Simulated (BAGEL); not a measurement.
**BH3Se (SMILES B[SeH]) at HF/6-31G(d) (density fitting with qzvpp-jkfit, spherical functions)**

What is the electronic atomisation energy of BH3Se at HF/6-31G* (density fitting with qzvpp-jkfit, spherical functions)? 

The calculation is run with BAGEL 1.2.2.

16 further runs of the same task are left out: 1 that didn't finish, 15 set aside as unsound or not needed.

**1. Starting point**

BH3Se: 5 atoms, total charge 0, spin state singlet. As SMILES, `B[SeH]`. The coordinates come from a PBE0-D4/def2-TZVP relaxation.

Bond lengths: B1–Se2 1.899 Å, B1–H3 1.189 Å, B1–H4 1.191 Å, Se2–H5 1.470 Å. Angles: B1–Se2–H5 97.7°, Se2–B1–H3 121.0°, Se2–B1–H4 115.7°, H3–B1–H4 123.2°.

**2. The energy at HF/6-31G(d) (density fitting with qzvpp-jkfit, spherical functions)**

Input file hf.json:

```json
{ "bagel" : [

{
  "title" : "molecule",
  "basis" : "6-31gs.json",
  "df_basis" : "qzvpp-jkfit",
  "angstrom" : "true",
  "geometry" : [
    { "atom" : "B", "xyz" : [   -0.114800,   -0.638000,    0.043400 ] },
    { "atom" : "Se", "xyz" : [    1.035300,    0.860500,   -0.146800 ] },
    { "atom" : "H", "xyz" : [   -1.293000,   -0.499900,    0.125400 ] },
    { "atom" : "H", "xyz" : [    0.421600,   -1.700900,    0.073400 ] },
    { "atom" : "H", "xyz" : [    0.000800,    1.904800,   -0.136900 ] }
  ]
},
{
  "title" : "hf"
},
{
  "title" : "print",
  "file" : "orbitals.molden",
  "orbitals" : "true"
}

]}
```

The basis set 6-31G* is read from a file made from the Basis Set Exchange's data (not shown).

Command:

```sh
BAGEL_NUM_THREADS=1 BAGEL hf.json > hf.out
```

Log:

```text
* using 1 threads per process

  ===============================================================
  ===============================================================

  *** Geometry ***

  { "atom" : "B", "xyz" : [     -0.216941,     -1.205645,      0.082014 ] },
  { "atom" : "Se", "xyz" : [      1.956433,      1.626109,     -0.277412 ] },
  { "atom" : "H", "xyz" : [     -2.443416,     -0.944674,      0.236972 ] },
  { "atom" : "H", "xyz" : [      0.796709,     -3.214235,      0.138706 ] },
  { "atom" : "H", "xyz" : [      0.001512,      3.599550,     -0.258704 ] },

  Number of auxiliary basis functions:      395

  Since a DF basis is specified, we compute 2- and 3-index integrals:
    o Being stored without compression. Storage requirement is 0.009 GB

  Number of basis functions:       52
  Number of electrons      :       42

    * METHOD: MOLECULE                             0.14

  *** RHF ***

  === Nuclear Repulsion ===
    79.1441193830

      * DIIS with orbital gradients will be used.

  === RHF iteration (6-31gs.json) ===
      0      -2425.92617511          0.01268715           0.02
      1      -2425.96500089          0.00502443           0.02
      2      -2425.96946218          0.00164566           0.02
[... 9 lines of this table left out ...]
     12      -2425.97016744          0.00000001           0.02
    * SCF iteration converged.

    * Permanent dipole moment:
           (    0.310372,    -0.073662,    -0.019137) a.u.

    * METHOD: HF                                   0.43

    * METHOD: PRINT                                0.01

  ===============================================================
```

It took 0.7 s on 1 thread of Arm Neoverse V1, shared host.

**3. The B atom at the same level**

Input file calc.json:

```json
{ "bagel" : [

{
  "title" : "molecule",
  "basis" : "6-31gs.json",
  "df_basis" : "qzvpp-jkfit",
  "angstrom" : true,
  "geometry" : [
    { "atom" : "B", "xyz" : [       0.000000,       0.000000,       0.000000 ] }
  ]
},

{ "title" : "uhf", "nopen" : 1 },

{ "title" : "print", "file" : "orbitals.molden", "orbitals" : true }

]}
```

The basis set 6-31G* is read from a file made from the Basis Set Exchange's data (not shown).

Run the same way, it converges to -24.52197 Eh (log not shown).

**4. The H atom**

Input file job.json:

```json
{ "bagel": [

{
  "title": "molecule",
  "basis": "6-31gs.json",
  "df_basis": "qzvpp-jkfit",
  "angstrom": true,
  "geometry": [
    { "atom": "H", "xyz": [    0.000000,    0.000000,    0.000000 ] }
  ]
},
{ "title": "uhf", "nopen": 1 },
{ "title": "print", "file": "orbitals.molden", "orbitals": true }

]}
```

The basis set 6-31G* is read from a file made from the Basis Set Exchange's data (not shown).

Run the same way, it converges to -0.49823 Eh (log not shown).

**5. The Se atom**

Input file job.json:

```json
{ "bagel": [

{
  "title": "molecule",
  "basis": "6-31gs.json",
  "df_basis": "qzvpp-jkfit",
  "angstrom": true,
  "geometry": [
    { "atom": "Se", "xyz": [    0.000000,    0.000000,    0.000000 ] }
  ]
},
{
  "title": "uhf",
  "nopen": 2
},
{
  "title": "print",
  "file": "orbitals.molden",
  "orbitals": true
}

]}
```

The basis set 6-31G* is read from a file made from the Basis Set Exchange's data (not shown).

Command:

```sh
BAGEL_NUM_THREADS=1 BAGEL job.json > job.out
```

Log:

```text
* using 1 threads per process

  ===============================================================
  ===============================================================

  *** Geometry ***

  { "atom" : "Se", "xyz" : [      0.000000,      0.000000,      0.000000 ] },

  Number of auxiliary basis functions:      266

  Since a DF basis is specified, we compute 2- and 3-index integrals:
    o Being stored without compression. Storage requirement is 0.002 GB

  Number of basis functions:       32
  Number of electrons      :       34

    * METHOD: MOLECULE                             0.05

  *** Open-shell HF ***

  === Nuclear Repulsion ===
     0.0000000000

      * DIIS with orbital gradients will be used.

  === UHF iteration (6-31gs.json) ===
      0      -2399.51309400          0.01860757           0.01
      1      -2399.52199585          0.00792261           0.01
      2      -2399.52310924          0.00388402           0.01
      3      -2399.52329717          0.00022906           0.01
      4      -2399.52333581          0.00003920           0.01
      5      -2399.52333694          0.00000468           0.01
      6      -2399.52333698          0.00000042           0.01
      7      -2399.52333698          0.00000011           0.01
      8      -2399.52333698          0.00000004           0.01
      9      -2399.52333698          0.00000001           0.01
     10      -2399.52333698          0.00000000           0.01
    * SCF iteration converged.

    * S^2 (UHF) is 2.0066

    * Permanent dipole moment:
           (    0.000000,     0.000000,     0.000000) a.u.

    * METHOD: UHF                                  0.22

    * METHOD: PRINT                                0.00

  ===============================================================
```

Run time: 0.4 s. Hardware: 1 thread of Arm Neoverse V1, shared host.

**6. What came out**

Level: HF/6-31G* (density fitting with qzvpp-jkfit, spherical functions).

| quantity | value |
| --- | --- |
| molecule: total energy | -2425.97017 Eh |
| molecule: dipole moment | 0.81 D |
| molecule: HOMO energy | -10.17 eV |
| molecule: LUMO energy | 2.56 eV |
| molecule: HOMO–LUMO gap | 12.73 eV |
| B atom: total energy | -24.52197 Eh |
| B atom: dipole moment | 0.00 D |
| B atom: ⟨S²⟩ | 0.754 |
| H atom: total energy | -0.49823 Eh |
| H atom: dipole moment | 0.00 D |
| H atom: ⟨S²⟩ | 0.750 |
| Se atom: total energy | -2399.52334 Eh |
| Se atom: dipole moment | 0.00 D |
| Se atom: ⟨S²⟩ | 2.007 |
| electronic atomisation energy | 11.705 eV |

What this shows: Taking the molecule apart into free atoms costs 11.71 eV (1129 kJ/mol), before zero-point energy and without spin-orbit coupling. Hartree–Fock lacks the correlation of the bonding pairs, which as a rule makes this value much too low; in minimal bases other errors can mask that.
